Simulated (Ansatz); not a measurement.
**C₃H₄Te: one species, many methods**

The task here is to estimate one member of a computed series from the others.

Computed with Ansatz 0.2.0, Gaussian basis. Level: functionals in def2-TZVPP, the program's frozen cores in correlated methods.

Levels to be run: LDA (SPW92), PBE-D4, revPBE-D4, BLYP-D4, r2SCAN-D4, B97M-V, PBE0-D4, B3LYP-D4, r2SCANh-D4, r2SCAN0-D4, HSE06-D4, BHLYP-D4, CAM-B3LYP-D4, LC-ωPBE, ωB97X-V, ωB97M-V, B2PLYP, PBE-QIDH; CCSD(T)/def2-SVP; CCSD(T)/def2-TZVPP; MP2/def2-QZVPP; extrapolation to the limit; RPA on PBE.

1 further run of the same task is left out (for a known fault of the program).

**Structure used throughout**

An earlier PBE0-D4 in a triple-zeta def2 set relaxation fixed the geometry. Te takes the def2 core potential; no spin-orbit term is included.

SMILES `C#CC[TeH]`, 8 atoms, charge 0, spin multiplicity 1.

Atoms are counted from 1 here; the program's logs count them from 0.

Bond lengths: C1–C2 1.201 Å, C1–H5 1.064 Å, C2–C3 1.438 Å, C3–Te4 2.172 Å, C3–H6 1.089 Å, C3–H7 1.089 Å, Te4–H8 1.660 Å. Angles: C2–C1–H5 179.3°, C1–C2–C3 178.4°, C2–C3–Te4 108.8°, C2–C3–H6 111.5°, C2–C3–H7 111.5°, Te4–C3–H6 107.5°, Te4–C3–H7 107.5°, H6–C3–H7 109.8°, C3–Te4–H8 92.8°.

Set-up of the first run:

Input file in.yaml:

```yaml
crystal:
  periodic: [false, false, false]
  atoms:
    - {symbol: C, position_ang: [-0.931171, 1.641936, -1.041532]}
    - {symbol: C, position_ang: [-0.250365, 0.858542, -0.437252]}
    - {symbol: C, position_ang: [0.535841, -0.106699, 0.281721]}
    - {symbol: Te, position_ang: [-0.576647, -1.968807, 0.397187]}
    - {symbol: H, position_ang: [-1.524722, 2.345478, -1.575508]}
    - {symbol: H, position_ang: [1.474693, -0.317263, -0.228757]}
    - {symbol: H, position_ang: [0.734627, 0.219809, 1.301642]}
    - {symbol: H, position_ang: [0.629944, -2.729996, 1.246698]}
basis:
  gaussian: {orbitals: def2-TZVPP}
hamiltonian: {xc: lda}
output: {orbitals: {seedname: orbitals}}
```

Started as:

```bash
> ansatz run in.yaml --threads 2 --pin off --events-out ev --progress --plain --max-ram 4352MiB
```

Among the steps run: LDA; PBE-D4 (GGA); revPBE-D4 (GGA); BLYP-D4 (GGA); r2SCAN-D4 (meta-GGA); B97M-V (meta-GGA); PBE0-D4 (hybrid); B3LYP-D4 (hybrid); r2SCANh-D4 (hybrid); r2SCAN0-D4 (hybrid); HSE06-D4 (hybrid); BHLYP-D4 (hybrid); CAM-B3LYP-D4 (range-separated); LC-ωPBE (range-separated); ωB97X-V (range-separated); ωB97M-V (range-separated); B2PLYP (double hybrid); PBE-QIDH (double hybrid).

One table of the session follows, with a row left open; its other results are not shown here.

It belongs to the step «Orbital energies across the functionals». 

| functional | HOMO (eV) | gap (eV) |
| --- | --- | --- |
| LDA (SPW92) | -5.38 | 3.29 |
| PBE-D4 | -5.24 | 3.34 |
| revPBE-D4 | -5.19 | 3.38 |
| BLYP-D4 | -5.07 | 3.29 |
| r2SCAN-D4 | -5.47 | 3.77 |
| B97M-V | -5.48 | 3.80 |
| PBE0-D4 | -6.29 | 5.24 |
| B3LYP-D4 | -6.08 | 4.79 |
| r2SCANh-D4 | -5.86 | 4.47 |
| r2SCAN0-D4 | -6.45 | 5.50 |
| HSE06-D4 | -5.90 | 4.47 |
| BHLYP-D4 | -7.19 | 7.01 |
| CAM-B3LYP-D4 | -7.55 | 7.49 |
| LC-ωPBE | -8.87 | 9.96 |
| ωB97X-V | ? | ? |
| ωB97M-V | -8.43 | 9.21 |

Estimate the missing values for ωB97X-V.

As computed: HOMO (eV): -8.54; gap (eV): 9.50. In the column «HOMO (eV)» it lies between LC-ωPBE (-8.87) and ωB97M-V (-8.43).
